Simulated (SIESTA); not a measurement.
Runs of SIESTA 5.4.2 on ScSi2. It takes space group P6/mmm (No. 191, hexagonal). Conventional cell: a = 3.660 Å, b = 3.660 Å, c = 3.870 Å, α = 90.00°, β = 90.00°, γ = 120.00°. Sc (site symmetry 6/mmm) has 12 Si at 2.87 Å as nearest neighbours. Si (site symmetry -6m2) is surrounded by 3 Si at 2.11 Å. 

| task | level | potentials or basis | k mesh | polarization grid | displacement | grid cutoff | energy shift | gap on the mesh (eV) | pressure (GPa) |
| --- | --- | --- | --- | --- | --- | --- | --- | --- | --- |
| Berry-phase polarisation | LDA | PseudoDojo 0.4 standard (LDA files), SZP (energy shift 0.002 Ry) | 8 × 8 × 7 | 18 × 5 × 4 | - | 800 Ry | 0.002 Ry | none | 22.2 |
| atomic charges | LDA | PseudoDojo 0.4 standard (LDA files), DZP (energy shift 0.002 Ry) | 8 × 8 × 7 | - | - | 800 Ry | 0.002 Ry | none | 18.5 |
| band structure | SVWN5 | SPMS 1.0 NC or PseudoDojo by element (PBE files), DZP (energy shift 0.002 Ry) | 8 × 8 × 7 | - | - | 800 Ry | 0.002 Ry | none | 21.8 |
| single point | PBE | PseudoDojo 0.4 standard (PBE files), DZP (energy shift 0.002 Ry; radii capped at 9.5 bohr) | 8 × 8 × 7 | - | - | 800 Ry | 0.002 Ry | none | (a) |

Alike in all rows: no spin polarisation; cell as given; smearing fermi-dirac 0.05 eV.

**Question.** Fill in the values left out.

**Answer.** (a) 26.1.

Caveats: so large a pressure means that the cell lies far from this level's equilibrium, or that cutoff or potentials fall short; the basis of atomic orbitals isn't converged, which shifts pressures, moduli and gaps; semicore shells carry a single zeta, which can move pressures by several GPa and volumes by a few percent (some runs); the potentials were made for another functional, which shifts forces and pressure (some runs).

A k mesh can miss the band edges.

A gap of «none» marks a metal or a gap under the smearing width.

Not every run made on this cell is shown here.
